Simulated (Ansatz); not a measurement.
# Ge8H3N: the cost of one run

All numbers below are computed with Ansatz 0.2.0 (DFT PBE+D3(BJ), plane waves, PAW, scalar-relativistic, no spin polarisation).

1 further run of the same task is left out (it didn't finish).

## (1) The starting structure

The cell holds 24 atoms (Ge16H6N2): a = 8.004 Å, b = 8.004 Å, c = 20.175 Å, α = 90.00°, β = 90.00°, γ = 60.00°.

Coordinates:

```xyz
24
Lattice="8.0044 0.0000 0.0000 4.0022 6.9321 0.0000 0.0000 0.0000 20.1748" Properties=species:S:1:pos:R:3 pbc="T T T"
H     2.0011    1.1553    1.0000
H     6.0033    1.1553    1.0000
H     4.0022    4.6214    1.0000
H     8.0044    4.6214    1.0000
Ge    2.0011    1.1553    2.5500
Ge    6.0033    1.1553    2.5500
Ge    4.0022    4.6214    2.5500
Ge    8.0044    4.6214    2.5500
Ge    0.0000    2.3107    3.3670
Ge    4.0022    2.3107    3.3670
Ge    2.0011    5.7767    3.3670
Ge    6.0033    5.7767    3.3670
Ge    0.0000    2.3107    5.8178
Ge    4.0022    2.3107    5.8178
Ge    2.0011    5.7767    5.8178
Ge    6.0033    5.7767    5.8178
Ge    0.0000    0.0000    6.6348
Ge    4.0022    0.0000    6.6348
Ge    2.0011    3.4660    6.6348
Ge    6.0033    3.4660    6.6348
H     2.0011    3.4660    8.1748
H     6.0033    3.4660    8.1748
N     4.5476    1.0655    9.1248
N     5.6249    0.6631    9.2248
```

## (2) Relaxing end A

File input.yaml:

```yaml
crystal:
  lattice:
    - [8.004449, 0.0, 0.0]
    - [4.002224, 6.932056, 0.0]
    - [0.0, 0.0, 20.174753]
  atoms:
    - { symbol: H, position: [0.1666667, 0.1666667, 0.0495669] }
    - { symbol: H, position: [0.6666667, 0.1666667, 0.0495669] }
    - { symbol: H, position: [0.1666667, 0.6666667, 0.0495669] }
    - { symbol: H, position: [0.6666667, 0.6666667, 0.0495669] }
    - { symbol: Ge, position: [0.1666667, 0.1666667, 0.1263956] }
    - { symbol: Ge, position: [0.6666667, 0.1666667, 0.1263956] }
    - { symbol: Ge, position: [0.1666667, 0.6666667, 0.1263956] }
    - { symbol: Ge, position: [0.6666667, 0.6666667, 0.1263956] }
    - { symbol: Ge, position: [-0.1666667, 0.3333333, 0.1668893] }
    - { symbol: Ge, position: [0.3333333, 0.3333333, 0.1668893] }
    - { symbol: Ge, position: [-0.1666667, 0.8333333, 0.1668893] }
    - { symbol: Ge, position: [0.3333333, 0.8333333, 0.1668893] }
    - { symbol: Ge, position: [-0.1666667, 0.3333333, 0.2883704] }
    - { symbol: Ge, position: [0.3333333, 0.3333333, 0.2883704] }
    - { symbol: Ge, position: [-0.1666667, 0.8333333, 0.2883704] }
    - { symbol: Ge, position: [0.3333333, 0.8333333, 0.2883704] }
    - { symbol: Ge, position: [0.0, 0.0, 0.3288642] }
    - { symbol: Ge, position: [0.5, 0.0, 0.3288642] }
    - { symbol: Ge, position: [0.0, 0.5, 0.3288642] }
    - { symbol: Ge, position: [0.5, 0.5, 0.3288642] }
    - { symbol: H, position: [0.0, 0.5, 0.4051972] }
    - { symbol: H, position: [0.5, 0.5, 0.4051972] }
    - { symbol: "N", position: [0.4912745, 0.1537116, 0.4522857] }
    - { symbol: "N", position: [0.6548873, 0.0956585, 0.4572424] }
basis:
  ecutwfc: 420.0
kpoints:
  mp_grid: { grid: [2, 2, 1] }
hamiltonian:
  xc: pbe
  dispersion: d3bj
  pseudopotentials: { kind: paw, azcp: { folder: soft_1 } }
scf:
  occupations: { method: gaussian, width: 0.05 }
  lower_state_search: "off"
relax:
  f_tol: 0.03
  max_steps: 60
  adjacent_minimum: "off"
  constraints: [{ sites: [0, 1, 2, 3, 4, 5, 6, 7] }]
output:
  write_density: true
  write_potential: true
  elf: true
  volumetric_format: npy
```

On the command line:

```console
ansatz run input.yaml --threads 4 --pin off --max-ram 10240MiB --backend cpu --events-out ev --progress --plain --runs-dir out
```

What time and memory should one allow on 4 threads of Arm Neoverse V1, shared host?

About 3.5 min, with a peak of 3.2 GiB.
